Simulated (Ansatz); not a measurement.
**F3HOSi + HF: a complex and its separated parts**

The complex below is one end of an elementary step. How strongly is it bound against its free parts?

Method: PBE0-D4/def2-TZVP structures, single points in def2-TZVPP, no counterpoise correction; program: Ansatz 0.2.0, Gaussian basis.

Levels: SPW92, PBE-D4, BLYP-D4, r2SCAN-D4, B97M-V, PBE0-D4, B3LYP-D4, r2SCAN0-D4, BHLYP-D4, CAM-B3LYP-D4, wB97X-V, wB97M-V, B2PLYP, PBE-QIDH, RPA on PBE, Hartree-Fock, MP2, CCSD, CCSD(T).

Correlated methods freeze the cores. B3LYP uses VWN-RPA correlation. B2PLYP carries no dispersion term here.

94 further runs of the same task are left out: 94 set aside as unsound or not needed.

### 1 Starting geometry

The complex: 8 atoms, charge 0, spin multiplicity 1.

Atoms are counted from 1 here; the program's logs count them from 0.

Bond lengths: Si1–F3 1.567 Å, Si1–F4 1.560 Å, Si1–F5 1.567 Å, Si1–O7 1.619 Å, F2–H6 0.931 Å, O7–H8 0.960 Å. Angles: F3–Si1–F4 109.8°, F3–Si1–F5 107.6°, F3–Si1–O7 111.4°, F4–Si1–F5 109.8°, F4–Si1–O7 106.8°, F5–Si1–O7 111.4°, Si1–O7–H8 120.0°.

As a file:

| atom | x (Å) | y (Å) | z (Å) |
| --- | --- | --- | --- |
| Si1 | -0.7397 | 0.2527 | -0.7618 |
| F2 | 1.3106 | -1.1863 | 2.3412 |
| F3 | -0.4961 | -0.2165 | -2.2369 |
| F4 | -1.7707 | -0.6919 | -0.0693 |
| F5 | -1.3091 | 1.7115 | -0.8177 |
| H6 | 0.9982 | -0.7502 | 1.5800 |
| O7 | 0.6204 | 0.1824 | 0.1132 |
| H8 | 1.3863 | 0.6981 | -0.1487 |

Its parts: F3HOSi holds atoms 1, 3, 4, 5, 7, 8; HF holds atoms 2, 6. Each part counts its atoms afresh in its own runs.

### 2 Relaxing F3HOSi alone

The input, relax-a/in.yaml:

```yaml
crystal:
  periodic: [false, false, false]
  atoms:
    - {symbol: Si, position_ang: [-0.739688, 0.252715, -0.761815]}
    - {symbol: F, position_ang: [-0.496086, -0.216451, -2.236947]}
    - {symbol: F, position_ang: [-1.770709, -0.691890, -0.069251]}
    - {symbol: F, position_ang: [-1.309144, 1.711503, -0.817701]}
    - {symbol: O, position_ang: [0.620380, 0.182389, 0.113214]}
    - {symbol: H, position_ang: [1.386305, 0.698141, -0.148691]}
basis:
  gaussian: {orbitals: def2-TZVP}
hamiltonian: {xc: pbe0, dispersion: d4}
relax: {f_tol: 0.005, max_steps: 200}
```

Started as:

```bash
> ansatz run in.yaml --threads 8 --pin off --events-out ev --progress --plain --max-ram 19148MiB
```

Further steps of the session: Relaxing HF alone; SPW92/def2-TZVPP; PBE-D4/def2-TZVPP; BLYP-D4/def2-TZVPP; r2SCAN-D4/def2-TZVPP; B97M-V/def2-TZVPP; PBE0-D4/def2-TZVPP; B3LYP-D4/def2-TZVPP; r2SCAN0-D4/def2-TZVPP; BHLYP-D4/def2-TZVPP; CAM-B3LYP-D4/def2-TZVPP; wB97X-V/def2-TZVPP; wB97M-V/def2-TZVPP; B2PLYP/def2-TZVPP; PBE-QIDH/def2-TZVPP; RPA on PBE/def2-TZVPP; CCSD(T)/def2-TZVPP; Vibrations of F3HOSi; Vibrations of HF.

Q: Predict the outcome of this session. Wanted: complex less parts, CCSD(T)/def2-TZVPP; with zero-point energy; largest T1 diagnostic.

The runs gave:

```
                              quantity         value
complex less parts, CCSD(T)/def2-TZVPP  -21.0 kJ/mol
                with zero-point energy  -14.0 kJ/mol
                 largest T1 diagnostic         0.011
```

**Reading.** At CCSD(T) the complex lies 21.0 kJ/mol below its parts. B2PLYP is the best functional here (-0.2 kJ/mol from CCSD(T)); SPW92 is the worst (-15.1 kJ/mol). Mean unsigned error by rung: LDA 15.1, GGA 3.7, meta-GGA 2.0, hybrid 2.8, range-separated hybrid 2.6, double hybrid 0.3 kJ/mol. PBE-D4 gives a relative energy 4.1 kJ/mol too low, inside chemical accuracy (1 kcal/mol, 4.2 kJ/mol). No counterpoise was applied, and triple zeta lacks some correlation, so the CCSD(T) reference has a basis error of its own, and close matches with it are partly luck.
